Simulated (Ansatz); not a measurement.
# EuMn2As2: the cost of one run

Method: DFT PBEsol, PAW, plane waves, scalar-relativistic, in Ansatz 0.2.0.

**1. The system as given**

It takes space group P-3m1 (No. 164, trigonal). Conventional cell: a = 4.287 Å, b = 4.287 Å, c = 7.225 Å, α = 90.00°, β = 90.00°, γ = 120.00°. As (site symmetry 3m) has 4 Mn at 2.60 to 2.62 Å and 3 Eu at 3.11 Å as nearest neighbours. Around Eu (site symmetry -3m) lie 6 As at 3.11 Å. Mn (site symmetry 3m) has 4 As at 2.60 to 2.62 Å as nearest neighbours.

Coordinates:

```xyz
5
Lattice="4.2870 0.0000 0.0000 -2.1435 3.7127 0.0000 0.0000 0.0000 7.2250" Properties=species:S:1:pos:R:3 pbc="T T T"
As    0.0000    2.4751    1.8785
As    2.1435    1.2376    5.3465
Eu    0.0000    0.0000    0.0000
Mn    0.0000    2.4751    4.4795
Mn    2.1435    1.2376    2.7455
```

Atoms are counted from 1 in the order of input.yaml (Mn5 and so on).

First come: parallel moments, plain SCF; opposed moments +-+, plain SCF; no spin polarisation; spin on, no moments given (the program may seed its own), plain SCF; opposed moments +--, plain SCF. Further starts follow from what these give.

“Plain SCF” means no search for lower states. Ends within 0.2 meV/atom and 0.1 μB count as one state.

Moments by site are taken inside atomic spheres; the rest lies between them.

**2. Parallel moments, plain SCF**

input.yaml

```yaml
crystal:
  lattice:
    - [4.28699961, 0.0, 0.0]
    - [-2.1434998, 3.71265057, 0.0]
    - [0.0, 0.0, 7.225]
  atoms:
    - { symbol: As, position: [0.33333333, 0.66666667, 0.26] }
    - { symbol: As, position: [0.66666667, 0.33333333, 0.74] }
    - { symbol: Eu, position: [0.0, 0.0, 0.0], spin: 7.0 }
    - { symbol: Mn, position: [0.33333333, 0.66666667, 0.62], spin: 4.5 }
    - { symbol: Mn, position: [0.66666667, 0.33333333, 0.38], spin: 4.5 }
magnetization:
  spin_polarized: true
hamiltonian:
  xc: pbesol
  pseudopotentials: { kind: paw }
basis:
  ecutwfc: 420
kpoints:
  mp_grid: { grid: [6, 6, 3] }
scf:
  occupations: { method: fermi_dirac, width: 0.1 }
  lower_state_search: "off"
output:
  forces: true
  stress: true
```

What time and memory should one allow on 2 threads of an Arm CPU, shared host?

About 13 s, with a peak of 0.52 GiB.
